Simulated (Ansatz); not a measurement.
# AlB₂H₈NSi: basis-set convergence

The task here is to estimate one member of a computed series from the others.

The runs use Ansatz 0.2.0, Gaussian basis; one geometry, several basis sets.

Plan: PBE0-D4/def2-SVP; ωB97M-V/def2-SVP; PBE0-D4/def2-QZVPP; ωB97M-V/def2-QZVPP; the functionals' def2-TZVPP values are taken from earlier runs.

## The geometry

An earlier PBE0-D4 in a triple-zeta def2 set relaxation fixed the geometry.

13 atoms, charge 0, spin multiplicity 1.

Atoms are counted from 1 here; the program's logs count them from 0.

Bond lengths: B1–B2 1.634 Å, B1–Al4 2.253 Å, B1–H6 1.196 Å, B1–H7 1.228 Å, B2–Si3 1.869 Å, B2–Al4 2.223 Å, B2–H8 1.189 Å, Si3–H9 1.482 Å, Si3–H10 1.488 Å, Al4–N5 1.765 Å, Al4–H11 1.579 Å, N5–H12 1.007 Å, N5–H13 1.007 Å. Angles: B2–B1–Al4 67.6°, B2–B1–H6 121.7°, B2–B1–H7 124.9°, Al4–B1–H6 132.9°, Al4–B1–H7 70.6°, H6–B1–H7 112.9°, B1–B2–Si3 85.6°, B1–B2–Al4 69.6°, B1–B2–H8 129.2°, Si3–B2–Al4 94.9°, Si3–B2–H8 126.9°, Al4–B2–H8 131.6°, B2–Si3–H9 126.2°, B2–Si3–H10 124.0°, H9–Si3–H10 109.1°, B1–Al4–B2 42.8°, B1–Al4–N5 112.8°, B1–Al4–H11 120.2° and more.

Set-up of the first run:

The input, in.yaml:

```yaml
crystal:
  periodic: [false, false, false]
  atoms:
    - {symbol: B, position_ang: [-0.537733, -1.034782, -0.552770]}
    - {symbol: B, position_ang: [0.959835, -0.399918, -0.705267]}
    - {symbol: Si, position_ang: [1.413194, -1.493986, 0.740215]}
    - {symbol: Al, position_ang: [-0.341174, 0.956598, 0.481629]}
    - {symbol: N, position_ang: [-1.018306, 2.286274, -0.460916]}
    - {symbol: H, position_ang: [-1.165004, -1.401081, -1.502468]}
    - {symbol: H, position_ang: [-1.192158, -1.048399, 0.486552]}
    - {symbol: H, position_ang: [1.600624, -0.216681, -1.689367]}
    - {symbol: H, position_ang: [0.689404, -1.584750, 2.030020]}
    - {symbol: H, position_ang: [2.437301, -2.572318, 0.679405]}
    - {symbol: H, position_ang: [-0.364792, 1.038759, 2.057892]}
    - {symbol: H, position_ang: [-1.039148, 2.307373, -1.467853]}
    - {symbol: H, position_ang: [-1.421443, 3.128312, -0.082274]}
basis:
  gaussian: {orbitals: def2-SVP}
hamiltonian: {xc: pbe0, dispersion: d4}
output: {orbitals: {seedname: orbitals}}
```

On the command line:

```bash
ansatz run in.yaml --threads 4 --pin off --events-out ev --progress --plain --max-ram 10444MiB
```

Among the steps run: PBE0-D4 in def2-SVP; ωB97M-V in def2-SVP; PBE0-D4 in def2-QZVPP; ωB97M-V in def2-QZVPP.

One of the session's tables, all rows but one given; the rest of the session is left out.

| functional | basis | HOMO (eV) | LUMO (eV) |
| --- | --- | --- | --- |
| PBE0-D4 | def2-SVP | -7.10 | -2.25 |
| PBE0-D4 | def2-TZVPP | -7.14 | -2.33 |
| PBE0-D4 | def2-QZVPP | -7.15 | -2.35 |
| ωB97M-V | def2-SVP | -9.06 | -0.32 |
| ωB97M-V | def2-TZVPP | ? | ? |
| ωB97M-V | def2-QZVPP | -9.15 | -0.53 |

Estimate the missing values for ωB97M-V, def2-TZVPP.

As computed: HOMO (eV): -9.13; LUMO (eV): -0.47. In the column «HOMO (eV)» it lies between ωB97M-V, def2-QZVPP (-9.15) and ωB97M-V, def2-SVP (-9.06).
